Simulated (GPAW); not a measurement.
# MnS (Fm-3m) in GPAW: settings compared, part 2 of 2

GPAW 26.7.0. The steps go on from the part before.

### 4 Single point, PBE+U, collinear spin, ferromagnetic start

Contents of run.py:

```python
from ase.dft.bandgap import bandgap
from ase.io import read, write
from ase.units import GPa
from gpaw import GPAW, PW

atoms = read('MnS.xyz')
atoms.set_initial_magnetic_moments([4.0, 0.0])

calc = GPAW(mode=PW(600),
            xc='PBE',
            kpts={'size': (6, 6, 6), 'gamma': True},
            occupations={'name': 'methfessel-paxton', 'order': 0, 'width': 0.05},
            setups={'Mn': ':d,3.0'},
            nbands=21,
            convergence={'density': 1e-05, 'energy': 1e-05},
            maxiter=150,
            txt='gpaw.txt')
atoms.calc = calc
energy = atoms.get_potential_energy()
forces = atoms.get_forces()
stress = atoms.get_stress()
calc.write('gs.gpw')
write('result.traj', atoms)
print(f'Energy: {energy:.6f} eV')
print('Forces (eV/A):')
print(forces.round(4))
print('Stress (GPa):', (stress / GPa).round(3))
print('Moments:', calc.get_magnetic_moments().round(3))
print('Fermi level:', round(calc.get_fermi_level(), 4), 'eV')
print(f'Gap: {bandgap(calc)[0]:.4f} eV, direct: {bandgap(calc, direct=True)[0]:.4f} eV')
```

Contents of MnS.xyz:

```xyz
2
Lattice="0.0000000000 2.6122498900 2.6122498900 2.6122498900 0.0000000000 2.6122498900 2.6122498900 2.6122498900 0.0000000000" Properties=species:S:1:pos:R:3 pbc="T T T"
Mn     0.0000000000      0.0000000000      0.0000000000
S      2.6122498900      2.6122498900      2.6122498900
```

Potentials or basis: GPAW PAW data sets (gpaw-data 1.2.1), pw.

The run is started by

```bash
$ OMP_NUM_THREADS=1 python run.py
```

gpaw.txt:

```text
__  _  _
 | _ |_)|_||  |
 |__||  | ||/\| - 26.7.0

Input parameters:
  mode=PW(ecut=600.0),
  convergence={'density': 1e-05, 'energy': 1e-05},
  kpts=MonkhorstPack(size=(6, 6, 6), gamma=True),
  maxiter=150,
  nbands=21,
  occupations=Occupations(name='methfessel-paxton', order=0, width=0.05),
  setups={'Mn': ':d,3.0'},
  xc=XC(name='PBE')

Diagonalizing LCAO Hamiltonian
Converting LCAO to pw mode

               S

       Mn

Atoms  # Å, Bohr magnetons
|   | symbol |        x |        y |        z |    initial magnetic moments |
|---|--------|----------|----------|----------|-----------------------------|
| 0 |     Mn | 0.000000 | 0.000000 | 0.000000 | ( 0.0000,  0.0000,  4.0000) |
| 1 |      S | 2.612250 | 2.612250 | 2.612250 | ( 0.0000,  0.0000,  0.0000) |

Unit cell  # Å
| periodic |        x |        y |        z |  lengths |    angles |
|----------|----------|----------|----------|----------|-----------|
|      yes | 0.000000 | 2.612250 | 2.612250 | 3.694279 | 60.000000 |
|      yes | 2.612250 | 0.000000 | 2.612250 | 3.694279 | 60.000000 |
|      yes | 2.612250 | 2.612250 | 0.000000 | 3.694279 | 60.000000 |

Number of symmetries: 48
Symmetry operations  # r_c * U_cc + t_c -> r_c
|    | kind |            matrix            |
|----|------|------------------------------|
|  0 |  σ   |  1, 0, 0,  1, 0,-1,  1,-1, 0 |
|  1 |  C2  |  1, 0, 0,  1,-1, 0,  1, 0,-1 |
|  2 |  E   |  1, 0, 0,  0, 1, 0,  0, 0, 1 |
|  3 |  σ   |  1, 0, 0,  0, 0, 1,  0, 1, 0 |
|  4 |  C4  |  1, 0,-1,  1, 0, 0,  1,-1, 0 |
|  5 |  S6  |  1, 0,-1,  1,-1, 0,  1, 0, 0 |
|  6 |  σ   |  1, 0,-1,  0, 1,-1,  0, 0,-1 |
|  7 |  C3  |  1, 0,-1,  0, 0,-1,  0, 1,-1 |
|  8 |  S6  |  1,-1, 0,  1, 0, 0,  1, 0,-1 |
|  9 |  C4  |  1,-1, 0,  1, 0,-1,  1, 0, 0 |
| 10 |  C3  |  1,-1, 0,  0,-1, 1,  0,-1, 0 |
| 11 |  σ   |  1,-1, 0,  0,-1, 0,  0,-1, 1 |
| 12 |  σ   |  0, 1, 0,  1, 0, 0,  0, 0, 1 |
| 13 |  C4  |  0, 1, 0,  0, 1,-1, -1, 1, 0 |
| 14 |  C3  |  0, 1, 0,  0, 0, 1,  1, 0, 0 |
| 15 |  S6  |  0, 1, 0, -1, 1, 0,  0, 1,-1 |
| 16 |  C2  |  0, 1,-1,  1, 0,-1,  0, 0,-1 |
| 17 |  σ   |  0, 1,-1,  0, 1, 0, -1, 1, 0 |
| 18 |  S4  |  0, 1,-1,  0, 0,-1,  1, 0,-1 |
| 19 |  C4  |  0, 1,-1, -1, 1, 0,  0, 1, 0 |
| 20 |  C3  |  0, 0, 1,  1, 0, 0,  0, 1, 0 |
| 21 |  σ   |  0, 0, 1,  0, 1, 0,  1, 0, 0 |
| 22 |  S6  |  0, 0, 1,  0,-1, 1, -1, 0, 1 |
| 23 |  C4  |  0, 0, 1, -1, 0, 1,  0,-1, 1 |
| 24 |  S4  |  0, 0,-1,  1, 0,-1,  0, 1,-1 |
| 25 |  C3  |  0, 0,-1,  0, 1,-1,  1, 0,-1 |
| 26 |  C2  |  0, 0,-1,  0,-1, 0, -1, 0, 0 |
| 27 |  S6  |  0, 0,-1, -1, 0, 0,  0,-1, 0 |
| 28 |  S4  |  0,-1, 1,  1,-1, 0,  0,-1, 0 |
| 29 |  C4  |  0,-1, 1,  0, 0, 1, -1, 0, 1 |
| 30 |  C2  |  0,-1, 1,  0,-1, 0,  1,-1, 0 |
| 31 |  σ   |  0,-1, 1, -1, 0, 1,  0, 0, 1 |
| 32 |  C3  |  0,-1, 0,  1,-1, 0,  0,-1, 1 |
| 33 |  S6  |  0,-1, 0,  0, 0,-1, -1, 0, 0 |
| 34 |  S4  |  0,-1, 0,  0,-1, 1,  1,-1, 0 |
| 35 |  C2  |  0,-1, 0, -1, 0, 0,  0, 0,-1 |
| 36 |  C2  | -1, 1, 0,  0, 1, 0,  0, 1,-1 |
| 37 |  S6  | -1, 1, 0,  0, 1,-1,  0, 1, 0 |
| 38 |  S4  | -1, 1, 0, -1, 0, 1, -1, 0, 0 |
| 39 |  C3  | -1, 1, 0, -1, 0, 0, -1, 0, 1 |
| 40 |  S6  | -1, 0, 1,  0, 0, 1,  0,-1, 1 |
| 41 |  C2  | -1, 0, 1,  0,-1, 1,  0, 0, 1 |
| 42 |  C3  | -1, 0, 1, -1, 1, 0, -1, 0, 0 |
| 43 |  S4  | -1, 0, 1, -1, 0, 0, -1, 1, 0 |
| 44 |  C2  | -1, 0, 0,  0, 0,-1,  0,-1, 0 |
| 45 |  i   | -1, 0, 0,  0,-1, 0,  0, 0,-1 |
| 46 |  σ   | -1, 0, 0, -1, 1, 0, -1, 0, 1 |
| 47 |  C2  | -1, 0, 0, -1, 0, 1, -1, 1, 0 |

BZ-sampling:
  Number of BZ points: 216
  Number of IBZ points: 16

  Monkhorst-Pack size: [6, 6, 6]
  Monkhorst-Pack shift: [0.08333333333333333, 0.08333333333333333, 0.08333333333333333]

K-points  # in reciprocal-cell coordinates
|     |                                coordinates |     weight |
|-----|--------------------------------------------|------------|
|   0 | (  0.00000000,   0.00000000,   0.00000000) | 0.00462963 |
|   1 | (  0.16666667,   0.16666667,   0.00000000) | 0.02777778 |
|   2 | (  0.16666667,   0.16666667,   0.16666667) | 0.03703704 |
|   3 | (  0.33333333,   0.16666667,   0.16666667) | 0.05555556 |
|   4 | (  0.33333333,   0.33333333,  -0.33333333) | 0.05555556 |
|   5 | (  0.33333333,   0.33333333,   0.00000000) | 0.02777778 |
|   6 | (  0.33333333,   0.33333333,   0.16666667) | 0.11111111 |
|   7 | (  0.33333333,   0.33333333,   0.33333333) | 0.03703704 |
|   8 | (  0.50000000,   0.33333333,  -0.33333333) | 0.11111111 |
|   9 | (  0.50000000,   0.33333333,  -0.16666667) | 0.05555556 |
| ... |                                            |            |
|  15 | (  0.50000000,   0.50000000,   0.50000000) | 0.01851852 |

Plane wave coefficients: 1243
Cutoff: 600.0 eV

Spin-components: 2 (collinear spins)
Bands:           21
Projectors:      11
Spin-degeneracy: 1
Datatype:        complex128

Parallelization:
  kpt:    1
  domain: 1
  band:   1

Density:
  Valence electrons: 21.0
  Components: 2
  Grid points: [21 21 21]
  Charge: 0.0  # |e|

Potential:
  Grid points: [21 21 21]

species:
  Mn:
    name:    Manganese
    Z:       25.0
    valence: 15
    core:    10
    charge:  0.0  # [|e|]
    Hubbard: {U: 3.0,  # eV
              l: 2,
              scale: True}
    compensation charges:
      type: gauss
      rc: 0.38  # [Å]
      lmax: 2
    cutoffs:
      filter: 2.14  # [Å]
      core: 0.86  # [Å]
    projectors
    | kind |    occ | energy [eV] | rcut [Å] |
    |------|--------|-------------|----------|
    |   3s |  2.000 |     -85.859 |    1.275 |
    |   4s |  2.000 |      -5.106 |    1.275 |
    |   3p |  6.000 |     -54.597 |    1.281 |
    |   4p |  0.000 |      -1.371 |    1.281 |
    |   3d |  5.000 |      -6.771 |    1.138 |
    |    d |        |      20.441 |    1.138 |

    Using partial waves for Mn as LCAO basis

  S:
    name:    Sulfur
    Z:       16.0
    valence: 6
    core:    10
    charge:  0.0  # [|e|]
    compensation charges:
      type: gauss
      rc: 0.24  # [Å]
      lmax: 2
    cutoffs:
      filter: 1.77  # [Å]
      core: 1.66  # [Å]
    projectors
    | kind |    occ | energy [eV] | rcut [Å] |
    |------|--------|-------------|----------|
    |   3s |  2.000 |     -17.254 |    0.974 |
    |   3p |  4.000 |      -7.008 |    0.979 |
    |    s |        |       9.957 |    0.974 |
    |    p |        |      20.203 |    0.979 |
    |    d |        |       0.000 |    0.900 |

    Using partial waves for S as LCAO basis

Reference energy: -42371.707970  # eV

eigensolver:
  PPCG
  Converge bands: occupied
  niter=2

density mixing:
  MSR1-Mixer
  Pratt-step length: 0.05
  Maximum mixing coefficient: 0.75
  Old densities: 10
  SVD Regularization: 0.005
  Good broyden scale: 1.0
  Trust region scale: 1.0
  Backstep threshold: 4.0
  History deletion threshold: 6.0
  Fourier metric: weight=20.0, sigma=0.015

occupation numbers:
  Methfessel-Paxton:
    width: 0.0500  # eV
    order: 0

poisson solver:
  ecut: 4800.0  # eV

xc functional:
  name: PBE with 2 nearest neighbor stencil

convergence criteria:
- Maximum integral of absolute [dens]ity change: 1e-05 electrons / valence electron
- Maximum [total energy] change in last 3 cyles: 1e-05 eV / valence electron
- Maximum integral of absolute [eigenst]ate change: 4e-08 eV^2 / valence electron
maximum number of iterations: 150

SCF iterations
|iter     | |      energy | eigst |  dens |  magmom |
|---------|-|-------------|-------|-------|---------|
|iter:   1| |  -14.103839 | -0.01 |       |  +4.0039|
|iter:   2| |  -14.106099 | -2.17 | -0.98 |  +4.0525|
|iter:   3| |  -14.266094 | -2.23 | -1.01 |  +4.7109|
|iter:   4| |  -14.302447 | -3.12 | -1.62 |  +4.9144|
|iter:   5| |  -14.307404 | -4.11 | -2.08 |  +5.0041|
|iter:   6| |  -14.307208 | -4.99 | -2.80 |  +5.0043|
|iter:   7| |  -14.307236c| -5.64 | -3.22 |  +5.0017|
|iter:   8| |  -14.307242c| -6.47 | -3.60 |  +5.0000|
|iter:   9| |  -14.307242c| -7.87c| -4.56 |  +5.0000|
|iter:  10| |  -14.307242c| -7.86c| -4.92 |  +5.0000|
|iter:  11| |  -14.307242c| -8.82c| -5.80c|  +5.0000|

Converged in 11 steps
Energy contributions relative to reference atoms: (reference = -42371.707970)

Energy contributions:
  Kinetic:          25.517879
  Coulomb:         -21.197426
  Zero:              0.160115
  External:          0.000000
  Xc:              -18.787809
  Entropy:          -0.000000
  Spinorbit:         0.000000
  ----------------------------
  Free energy:     -14.307242
  Extrapolated:    -14.307242

dipole moment: (-11.435474, -11.435474, -11.435474)  # |e|*Ang

Total magnetic moment: (0.000000, 0.000000, 4.999995)

Local magnetic moments
|        x |        y |        z |
|----------|----------|----------|
| 0.000000 | 0.000000 | 4.469821 |  # Mn   0
| 0.000000 | 0.000000 | 0.100527 |  # S    1

Fermi level: 6.998
Eigenvalues  # (at kpt = [0.000, 0.000, 0.000])
| band index |      eig [eV] | occ [0-1] |      eig [eV] | occ [0-1] |
|------------|---------------|-----------|---------------|-----------|
|          0 |       -74.864 |     1.000 |       -69.841 |     1.000 |
|        ... |               |           |               |           |
|          3 |       -43.673 |     1.000 |       -38.759 |     1.000 |
|          4 |        -7.431 |     1.000 |        -7.142 |     1.000 |
|          5 |         2.139 |     1.000 |         5.435 |     1.000 |
|          6 |         2.139 |     1.000 |         5.435 |     1.000 |
|          7 |         2.139 |     1.000 |         5.435 |     1.000 |
|          8 |         2.149 |     1.000 |         8.647 |     0.000 |
|          9 |         2.149 |     1.000 |         8.647 |     0.000 |
|         10 |         5.244 |     1.000 |         8.647 |     0.000 |
|         11 |         5.244 |     1.000 |         8.667 |     0.000 |
|         12 |         5.244 |     1.000 |         8.667 |     0.000 |
|         13 |         8.624 |     0.000 |         9.747 |     0.000 |
|         14 |        15.294 |     0.000 |        17.182 |     0.000 |
|         15 |        15.294 |     0.000 |        17.182 |     0.000 |
|         16 |        15.294 |     0.000 |        17.182 |     0.000 |
|         17 |        17.514 |     0.000 |        17.774 |     0.000 |
|        ... |               |           |               |           |
|         20 |        18.950 |     0.000 |        20.794 |     0.000 |

Gap: 0.325 eV
Transition (v -> c):
  (s=0, k=15, n=12, [0.50, 0.50, 0.50]) -> (s=1, k=12, n=8, [0.50, 0.50, 0.00])
Direct/indirect transitions are different
Direct gap: 2.532 eV
Transition at: (s=0->1, k=3, n=12, [0.33, 0.17, 0.17])

Forces  # eV/Ang
|       x |        y |        z |
|---------|----------|----------|
| 0.00000 |  0.00000 |  0.00000 |  # Mn   0
| 0.00000 | -0.00000 | -0.00000 |  # S    1

Stress tensor  # eV/Ang^3
|         x |         y |         z |
|-----------|-----------|-----------|
| -0.021205 |  0.000000 | -0.000000 |
|  0.000000 | -0.021205 |  0.000000 |
| -0.000000 |  0.000000 | -0.021205 |

# Writing to gs.gpw (mode='')
```

Wall time 17 s (1 thread of Arm Neoverse V2, shared host); peak memory 0.16 GiB.

Results:

```
Free energy            : -14.3072 eV
Pressure               : 3.4 GPa
Band gap on the k mesh : 0.33 eV, indirect (least direct gap 2.53 eV)
Net moment             : 5.00 μB per cell
Site moments           : Mn +4.47; S +0.10 μB
```

Caveat: a cell with one magnetic atom can't hold antiferromagnetic order, which such compounds often take.

### 5 The runs side by side

| level | potentials or basis | spin | U | gap on the mesh (eV) | pressure (GPa) | moment (μB) |
| --- | --- | --- | --- | --- | --- | --- |
| PBEsol+U | PAW data sets generated in the run's folder for this functional, pw | collinear, ferromagnetic start | Mn d U = 2 eV | none | -1.7 | 4.97 |
| PBEsol+U | PAW data sets generated in the run's folder for this functional, pw | collinear, zero start | Mn d U = 4 eV | none | -19.1 | 0.00 |
| PBE+U | GPAW PAW data sets (gpaw-data 1.2.1), pw | collinear, ferromagnetic start | Mn d U = 3 eV | 0.33 | 3.4 | 5.00 |

Alike in all rows: task single point; cell as given; k mesh 6 × 6 × 6; cutoff (eV) 600; smearing gaussian 0.05 eV.

Caveats: a cell with one magnetic atom can't hold antiferromagnetic order, which such compounds often take (some runs); the run has no moments, though such compounds are often magnetic (some runs); a magnetic state may lie lower (some runs).

Absolute energies hang on the potentials; compare differences alone.
